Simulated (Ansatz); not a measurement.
# Ge2H3: the cost of one run

The runs use Ansatz 0.2.0, Gaussian basis; the settings change from run to run.

19 further runs of the same task are left out: 6 that didn't finish, 13 set aside as unsound or not needed.

### Step 1. The geometry

The geometry is a PBE0/def2-TZVP stationary point (not a proven minimum). No spin-orbit coupling is included. The filled d shell of Ge may be among the frozen orbitals whatever the setting's name suggests; the logs give the count.

5 atoms, charge 0, spin multiplicity 2.

Atoms are counted from 1 here; the program's logs count them from 0.

Bond lengths: Ge1–Ge2 2.489 Å, Ge1–H3 1.550 Å, Ge1–H4 1.544 Å, Ge1–H5 1.544 Å. Angles: Ge2–Ge1–H3 104.2°, Ge2–Ge1–H4 115.6°, Ge2–Ge1–H5 115.6°, H3–Ge1–H4 106.7°, H3–Ge1–H5 106.7°, H4–Ge1–H5 107.3°.

### Step 2. NEVPT2(1,7)/cc-pVDZ

File in.yaml:

```yaml
crystal:
  periodic: [false, false, false]
  atoms:
    - {symbol: Ge, position_ang: [-0.001989, 0.000001, 1.207499]}
    - {symbol: Ge, position_ang: [-0.001381, -0.000001, -1.281547]}
    - {symbol: H, position_ang: [1.500233, -0.000013, 1.588157]}
    - {symbol: H, position_ang: [-0.628647, 1.243483, 1.874144]}
    - {symbol: H, position_ang: [-0.628670, -1.243469, 1.874145]}
basis:
  gaussian: {orbitals: cc-pVDZ}
magnetization: {spin_polarized: false, initial_magnetization: 1}
hamiltonian: {pseudopotentials: {relativity: none}}
correlation: {method: sc_nevpt2, electrons: outside_noble_gas, active_space: {window: {electrons: 1, orbitals: 7}}}
accuracy: high
```

The run is started by

```
> ansatz run in.yaml --threads 1 --pin off --events-out ev --progress --plain --max-ram 2393MiB
```

What time and memory should one allow on 1 thread of Arm Neoverse V1, shared host?

About 28 s, with a peak of 0.39 GiB.
